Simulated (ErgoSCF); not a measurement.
# One shape, several levels: InH2Cl (SMILES [H][In]([H])[Cl])

Aim: a comparison of 3 runs (HF/STO-3G, HF/3-21G, KT3/3-21G) of InH2Cl. 

The results are computed with ErgoSCF 3.8.

5 further runs of the same task are left out: 1 that didn't finish, 4 set aside as unsound or not needed.

## (1) The system as given

InH2Cl: 4 atoms, total charge 0, spin state singlet. As SMILES, `[H][In]([H])[Cl]`. The shape comes from GFN2-xTB, which is rough for such elements, and wasn't checked as a minimum.

Bond lengths: In1–Cl4 2.278 Å, In1–H2 1.713 Å, In1–H3 1.713 Å. Angles: H2–In1–Cl4 120.3°, H3–In1–Cl4 120.3°, H2–In1–H3 119.4°.

## (2) A single-point energy at HF/STO-3G (run 1)

ergo.in

```
# ClH2In
set_nthreads(1)
scf.output_mulliken_pop = 1
scf.max_number_of_iterations = 120
tmpdir = "."
charge = 0
basis = "STO-3G"
scf.use_diagonalization = 1
molecule_inline Angstrom
In 0.070210 0.117850 -0.000370
H  1.783010 0.101380 0.011370
H  -0.755080 1.618480 -0.019870
Cl -1.098140 -1.837720 0.008870
EOF
run "HF"
```

The basis set STO-3G is read from a file made from the Basis Set Exchange's data (not shown).

Started as:

```bash
ergo ergo.in
```

Standard output:

```text
[...]
INSC SCF_general constructor, number of basis functions: 38
[...]
INSC Energy   1 =      -6293.08609135311
[...]
INDE E_LUMO =          0.18905589390
[...]
INSC Energy  11 =      -6138.69151321216  ( diff      0.000000000003638 )
[...]
RESC CONVERGED after  11 iterations.
RESC FINAL ENERGY:      -6138.69151321216
[...]
INSC SCF: dipole_moment_x [atomic units] =       0.55558017
INSC SCF: dipole_moment_y [atomic units] =       0.93080541
INSC SCF: dipole_moment_z [atomic units] =      -0.00384643
[...]
```

Wall time 4.2 s (1 thread of Arm Neoverse V2, shared host); peak memory 0.26 GiB.

## (3) The energy at HF/3-21G (run 2)

molecule.xyz

```xyz
4

In     0.070210     0.117850    -0.000370
H      1.783010     0.101380     0.011370
H     -0.755080     1.618480    -0.019870
Cl    -1.098140    -1.837720     0.008870
```

input.ego

```
set_nthreads(1)
scf.output_mulliken_pop = 1
tmpdir = "."
scf.max_number_of_iterations = 120
basis = "3-21G"
scf.use_diagonalization = 1
charge = 0
molecule "molecule.xyz"
run "HF"
```

The basis set 3-21G is read from a file made from the Basis Set Exchange's data (not shown).

Started as:

```bash
ergo < input.ego
```

Standard output:

```text
[...]
INSC SCF_general constructor, number of basis functions: 48
[...]
INSC Energy   1 =      -5259.36927734236
[...]
INDE E_LUMO =          0.01870947912
[...]
INSC Energy  12 =      -6173.22117153959  ( diff     -0.000000000032742 )
[...]
RESC CONVERGED after  12 iterations.
RESC FINAL ENERGY:      -6173.22117153959
[...]
INSC SCF: dipole_moment_x [atomic units] =       0.58740991
INSC SCF: dipole_moment_y [atomic units] =       0.98435147
INSC SCF: dipole_moment_z [atomic units] =      -0.00411826
[...]
```

Wall time 5.4 s (1 thread of Arm Neoverse V2, shared host); peak memory 0.26 GiB.

## (4) The energy at KT3/3-21G (run 3)

input.xyz

```xyz
4

In     0.070210     0.117850    -0.000370
H      1.783010     0.101380     0.011370
H     -0.755080     1.618480    -0.019870
Cl    -1.098140    -1.837720     0.008870
```

Started as:

```bash
ergo -m input.xyz -e 'set_nthreads(1)' -e 'scf.max_number_of_iterations = 150' -e 'scf.use_diagonalization = 1' -e 'scf.output_mulliken_pop = 1' -e 'tmpdir = "."' -e 'charge = 0' -e 'basis = "3-21G"' -e 'run "KT3"'
```

Standard output:

```text
[...]
INDF Weighted mixed functional:
[...]
INSC Energy   1 =      -5284.22243897963
[...]
INDE E_LUMO =         -0.09563993257
[...]
INSC Energy  15 =      -6194.67244003987  ( diff     -0.000000000021828 )
[...]
RESC CONVERGED after  15 iterations.
RESC FINAL ENERGY:      -6194.67244003987
[...]
INSC SCF: dipole_moment_x [atomic units] =       0.47567561
INSC SCF: dipole_moment_y [atomic units] =       0.79711227
INSC SCF: dipole_moment_z [atomic units] =      -0.00339949
[...]
```

It took 4.5 s on 1 thread of Arm Neoverse V2, shared host; peak memory 0.26 GiB.

## (5) All runs side by side

| run | level | iteration cap | integration grid | energy (Eh) | dipole moment (D) | wall time |
| --- | --- | --- | --- | --- | --- | --- |
| 1 | HF/STO-3G | 120 | – | -6138.691513 | 2.76 | 4.2 s |
| 2 | HF/3-21G | 120 | – | -6173.221172 | 2.91 | 5.4 s |
| 3 | KT3/3-21G | 150 | Turbo | -6194.672440 | 2.36 | 4.5 s |

## (6) Outcome

| quantity | value |
| --- | --- |
| run 3: total energy | -6194.67244 Eh |
| run 3: dipole moment | 2.36 D |

**Reading.** The dipole moment (its size) runs from 2.36 D (KT3/3-21G) to 2.91 D (HF/3-21G). In run 1 the basis is minimal, so the values are rough. In runs 1, 2, 3 relativity is left out where basis or elements ask for it. All runs together took 14 s, the longest 5.4 s.
